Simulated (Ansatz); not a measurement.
# C2H5GeN: one species, many methods

One table from this session's results is given with a row withheld; the runs are named, their logs left out.

Program: Ansatz 0.2.0, Gaussian basis. Level of theory: functionals in def2-TZVPP, the program's frozen cores in correlated methods. These are calculated values, not measurements.

Plan: LDA (SPW92), PBE-D4, revPBE-D4, BLYP-D4, r2SCAN-D4, B97M-V, PBE0-D4, B3LYP-D4, r2SCANh-D4, r2SCAN0-D4, HSE06-D4, BHLYP-D4, CAM-B3LYP-D4, LC-ωPBE, ωB97X-V, ωB97M-V, B2PLYP, PBE-QIDH; CCSD(T)/def2-SVP; CCSD(T)/def2-TZVPP; MP2/def2-QZVPP; extrapolation to the limit; RPA on PBE.

**Structure used throughout**

An earlier PBE0-D4 in a triple-zeta def2 set relaxation fixed the geometry.

9 atoms, charge 0, spin multiplicity 1.

Atoms are counted from 1 here; the program's logs count them from 0.

Bond lengths: N1–Ge2 1.840 Å, N1–H5 1.012 Å, N1–H6 1.012 Å, Ge2–C3 1.901 Å, Ge2–C4 1.901 Å, Ge2–H7 1.535 Å, C3–C4 1.326 Å, C3–H8 1.084 Å, C4–H9 1.084 Å. Angles: Ge2–N1–H5 113.1°, Ge2–N1–H6 113.1°, H5–N1–H6 107.8°, N1–Ge2–C3 118.4°, N1–Ge2–C4 118.4°, N1–Ge2–H7 116.6°, C3–Ge2–C4 40.8°, C3–Ge2–H7 120.6°, C4–Ge2–H7 120.6°, Ge2–C3–C4 69.6°, Ge2–C3–H8 154.0°, C4–C3–H8 136.4°, Ge2–C4–C3 69.6°, Ge2–C4–H9 154.0°, C3–C4–H9 136.4°.

Set-up of the first run:

in.yaml reads:

```yaml
crystal:
  periodic: [false, false, false]
  atoms:
    - {symbol: N, position_ang: [-0.952256, 1.254105, -0.839246]}
    - {symbol: Ge, position_ang: [0.475116, 0.238553, -0.277815]}
    - {symbol: C, position_ang: [0.141313, -1.529813, 0.333516]}
    - {symbol: C, position_ang: [0.319120, -0.711207, 1.360974]}
    - {symbol: H, position_ang: [-1.091224, 1.224520, -1.841067]}
    - {symbol: H, position_ang: [-0.880130, 2.225367, -0.564886]}
    - {symbol: H, position_ang: [1.854257, 0.627020, -0.827205]}
    - {symbol: H, position_ang: [-0.083836, -2.581380, 0.196793]}
    - {symbol: H, position_ang: [0.306242, -0.793464, 2.441837]}
basis:
  gaussian: {orbitals: def2-TZVPP}
hamiltonian: {xc: lda}
output: {orbitals: {seedname: orbitals}}
```

Command:

```sh
> ansatz run in.yaml --threads 2 --pin off --events-out ev --progress --plain --max-ram 4352MiB
```

Among the steps run: LDA; PBE-D4 (GGA); revPBE-D4 (GGA); BLYP-D4 (GGA); r2SCAN-D4 (meta-GGA); B97M-V (meta-GGA); B3LYP-D4 (hybrid); r2SCANh-D4 (hybrid); r2SCAN0-D4 (hybrid); HSE06-D4 (hybrid); BHLYP-D4 (hybrid); CAM-B3LYP-D4 (range-separated); LC-ωPBE (range-separated); ωB97X-V (range-separated); ωB97M-V (range-separated); B2PLYP (double hybrid); PBE-QIDH (double hybrid).

One of the session's tables, all rows but one given; the rest of the session is left out.

It belongs to the step «Frontier levels by functional». 

| functional | HOMO (eV) | gap (eV) |
| --- | --- | --- |
| LDA (SPW92) | -5.89 | 4.60 |
| PBE-D4 | -5.76 | 4.72 |
| revPBE-D4 | -5.70 | 4.76 |
| BLYP-D4 | -5.63 | 4.73 |
| r2SCAN-D4 | -5.98 | 5.18 |
| B97M-V | -5.98 | 5.31 |
| PBE0-D4 | -6.85 | 6.89 |
| B3LYP-D4 | -6.66 | 6.47 |
| r2SCANh-D4 | -6.38 | 5.98 |
| r2SCAN0-D4 | -6.99 | 7.17 |
| HSE06-D4 | -6.46 | 6.11 |
| BHLYP-D4 | -7.85 | 9.03 |
| CAM-B3LYP-D4 | -8.14 | 9.37 |
| LC-ωPBE | -9.43 | 11.87 |
| ωB97X-V | -9.11 | 11.44 |
| ωB97M-V | ? | ? |

Estimate the missing values for ωB97M-V.

The run gave: HOMO (eV): -8.98; gap (eV): 11.08. In the column «HOMO (eV)» it lies between ωB97X-V (-9.11) and CAM-B3LYP-D4 (-8.14).
